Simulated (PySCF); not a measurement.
# SnClF (SMILES [F][Sn][Cl]): PBE0/STO-3G

Aim: the vertical singlet–triplet gap of SnClF at PBE0/STO-3G, from 2 runs. The job is set up through a Python script.

The calculation is run with PySCF 2.14.0.

19 further runs of the same task are left out: 7 that didn't finish, 12 set aside as unsound or not needed.

## (1) The system as given

SnClF: 3 atoms, total charge 0, spin state singlet. SMILES: `[F][Sn][Cl]`. The shape is that of a PBE0-D4/def2-TZVP optimisation.

Bond lengths: F1–Sn2 1.935 Å, Sn2–Cl3 2.360 Å. Angles: F1–Sn2–Cl3 96.9°.

## (2) The energy at PBE0/STO-3G

File input.py:

```python
# [F][Sn][Cl]
from pyscf import gto, dft

mol = gto.Mole()
mol.atom = 'F -1.389600 0.223100 -0.744400; Sn 0.164300 0.898100 0.190700; Cl 1.214300 -1.186000 0.540500'
mol.verbose = 3
mol.charge = 0
mol.max_memory = 1860
mol.basis = 'sto-3g'
mol.build()

calc0 = dft.RKS(mol)
calc0.xc = 'pbe0'
calc0.grids.level = 5
calc0.conv_tol = 1e-10
calc0.kernel()
if not calc0.converged:
    calc0 = calc0.newton().run(calc0.mo_coeff, calc0.mo_occ)

etot = calc0.e_tot
print('Final energy', etot)
```

Launch:

```
OMP_NUM_THREADS=1 python input.py
```

The log of the run:

```text
converged SCF energy = -6518.47385884625
Final energy -6518.473858846251
```

Run time: 5.7 s. Hardware: 1 thread of Arm Neoverse V1, shared host; peak memory 0.28 GiB.

## (3) The triplet at the same level

File calc.py:

```python
from pyscf import gto, dft

mol = gto.M(
    atom='''
F     -2.625963     0.421598    -1.406712
Sn     0.310482     1.697163     0.360371
Cl     2.294694    -2.241215     1.021397
''',
    basis='sto-3g',
    spin=2,
    max_memory=1860,
    verbose=3,
    unit='bohr',
)

mf = dft.UKS(mol, xc='pbe0')
mf.grids.level = 5
mf.conv_tol = 1e-10
mf.kernel()
if not mf.converged:
    mf = mf.newton().run(mf.mo_coeff, mf.mo_occ)

etot = mf.e_tot
print(f'total energy: {etot:.8f} hartree')
```

Launch:

```
OMP_NUM_THREADS=1 python calc.py
```

The log of the run:

```text
WARN: HOMO -0.42677629656514 >= LUMO -0.581964305757406

WARN: HOMO -0.000788448778950901 >= LUMO -0.0292829542909819

WARN: HOMO -0.0560121459676263 >= LUMO -0.0721331327035169

WARN: HOMO -0.0726923837268689 >= LUMO -0.0743743957432691

WARN: HOMO -0.0692189431427442 >= LUMO -0.0705800796989421

WARN: HOMO -0.0698375361914129 >= LUMO -0.0704687902003619

WARN: HOMO -0.0699656234232518 >= LUMO -0.0703757747915163

WARN: HOMO -0.0699615968463226 >= LUMO -0.0703922779244308

WARN: HOMO -0.0699573832483465 >= LUMO -0.0703919713500338

WARN: HOMO -0.0699564101613846 >= LUMO -0.0703909274042559

WARN: HOMO -0.0699562272054433 >= LUMO -0.0703908071499723

WARN: HOMO -0.0699562090378399 >= LUMO -0.0703907700819085

converged SCF energy = -6518.38862327635  <S^2> = 2.0039106  2S+1 = 3.0026059
total energy: -6518.38862328 hartree
```

It took 9.9 s on 1 thread of Arm Neoverse V1, shared host; peak memory 0.29 GiB.

## (4) Summary of results

Level: PBE0/STO-3G.

| quantity | value |
| --- | --- |
| singlet: total energy | -6518.47386 Eh |
| singlet: dipole moment | 2.93 D |
| singlet: HOMO energy | -4.23 eV |
| singlet: LUMO energy | 0.41 eV |
| singlet: HOMO–LUMO gap | 4.64 eV |
| triplet: total energy | -6518.38862 Eh |
| triplet: dipole moment | 3.67 D |
| triplet: HOMO energy (highest over α and β) | -1.90 eV |
| triplet: ⟨S²⟩ | 2.004 |
| vertical energy of the triplet above the singlet | 2.319 eV |

What this shows: At this shape the triplet lies 2.32 eV (53 kcal/mol) above the singlet. In a minimal basis such a difference can be off by several eV, whatever the method. Relativity is left out (singlet) although the molecule holds a heavy atom. Mulliken charges (triplet) run from -0.38 on Cl3 to +0.54 on Sn2; they depend strongly on the basis. Relativity is left out (triplet) although the molecule holds a heavy atom.
